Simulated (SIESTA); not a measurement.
MgTiNbO4:

```xyz
7
Lattice="-1.9015 2.1225 4.9831 1.9015 -2.1225 4.9831 1.9015 2.1225 -4.9831" Properties=species:S:1:pos:R:3 pbc="T T T"
Nb    0.0000    0.0000    0.2615
Ti    0.0000    2.1225    2.1252
Mg    1.9015    0.0000    3.1277
O     0.0000    0.0000    7.7624
O     0.0000    2.1225    4.5589
O     0.0000    0.0000    2.4340
O     0.0000    2.1225    0.1372
```

The cell comes from a database or a generator and needn't be the stable form of this composition.

| Item | Value |
| --- | --- |
| Program | SIESTA 5.4.2 |
| Task | single point |
| Functional | PBE |
| Potentials or basis | PseudoDojo 0.4 standard (PBE files) |
| Basis | DZP (energy shift 0.003 Ry; two zetas on semicore shells) |
| Grid cutoff | 800 Ry |
| Energy shift | 0.003 Ry |
| k mesh | 9 × 9 × 9 |
| Occupations | fermi-dirac, width 0.05 eV |
| Spin | no spin polarisation |

On this cell: pressure 1.9 GPa; largest force 0.260 eV/Å; band gap on the k mesh none (metal or under the smearing width).

The same run follows on a disturbed copy (atoms moved at random, drawn with an rms of 0.05 Å):

```
Nb Ti Mg O
1.0
    -1.90150    2.12251    4.98306
     1.90150   -2.12251    4.98306
     1.90150    2.12251   -4.98306
Nb Ti Mg O
1 1 1 4
Direct
  0.03361 0.03402 0.01444
  0.70453 0.21650 0.48708
  0.31539 0.82604 0.51077
  0.78421 0.79370 0.01822
  0.94228 0.44542 0.48234
  0.23140 0.22872 0.98153
  0.51454 0.00814 0.49066
```

Question: What does the disturbed cell give?

Answer: The energy (extrapolated to zero smearing) moves by +15.4 meV/atom; pressure 2.8 GPa; largest force 1.165 eV/Å; band gap on the k mesh none (metal or under the smearing width).

Forces on the atoms (eV/Å):
```
Nb  -0.598 -0.310 -0.538
Ti   0.662  0.050 -0.277
Mg  -0.704 -0.014  0.005
O   -1.146 -0.147  0.147
O    0.816  0.075  0.142
O    0.889 -0.086  0.656
O    0.080  0.438 -0.133
```

Stress tensor (GPa, compression positive):
```
 3.40 -0.05 -1.61
-0.05  1.54 -2.46
-1.61 -2.46  3.58
```

Caveats: the basis of atomic orbitals isn't converged, which shifts pressures, moduli and gaps; an odd number of electrons without spin polarisation forces a metal; a magnetic or distorted state may lie lower; semilocal functionals often make such compounds metallic where correlation or magnetic order opens a gap, which also shifts bond lengths.
